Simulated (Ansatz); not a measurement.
# AlBrFH: small, medium and large basis sets

One table from this session's results is given with a row withheld; the runs are named, their logs left out.

Computed with Ansatz 0.2.0, Gaussian basis. Level: one geometry, several basis sets.

The runs, in order: PBE0-D4/def2-SVP; ωB97M-V/def2-SVP; PBE0-D4/def2-QZVPP; ωB97M-V/def2-QZVPP; the functionals' def2-TZVPP values are taken from earlier runs.

### The geometry

The geometry comes from an earlier relaxation with PBE0-D4 in a triple-zeta def2 set; it is a stationary point.

SMILES `[F][AlH][Br]`, 4 atoms, charge 0, spin multiplicity 1.

Atoms are counted from 1 here; the program's logs count them from 0.

Bond lengths: F1–Al2 1.641 Å, Al2–Br3 2.237 Å, Al2–H4 1.563 Å. Angles: F1–Al2–Br3 117.7°, F1–Al2–H4 119.7°, Br3–Al2–H4 122.6°.

The first run:

in.yaml

```yaml
crystal:
  periodic: [false, false, false]
  atoms:
    - {symbol: F, position_ang: [0.779107, -0.805065, 1.280127]}
    - {symbol: Al, position_ang: [0.132336, 0.076184, 0.056378]}
    - {symbol: Br, position_ang: [-1.566561, -0.822699, -1.087981]}
    - {symbol: H, position_ang: [0.710518, 1.491281, -0.268824]}
basis:
  gaussian: {orbitals: def2-SVP}
hamiltonian: {xc: pbe0, dispersion: d4}
output: {orbitals: {seedname: orbitals}}
```

Among the steps run: PBE0-D4 in def2-SVP; ωB97M-V in def2-SVP; PBE0-D4 in def2-QZVPP; ωB97M-V in def2-QZVPP.

One of the session's tables, all rows but one given; the rest of the session is left out.

It belongs to the step «Density functionals: the series». 

```
functional       basis  HOMO (eV)
   PBE0-D4    def2-SVP      -8.77
   PBE0-D4  def2-TZVPP      -8.88
   PBE0-D4  def2-QZVPP      -8.89
   ωB97M-V    def2-SVP     -10.95
   ωB97M-V  def2-TZVPP     -11.10
   ωB97M-V  def2-QZVPP          ?
```

Estimate the missing values for ωB97M-V, def2-QZVPP.

The run gave: HOMO (eV): -11.11. In the column «HOMO (eV)» it is the lowest.
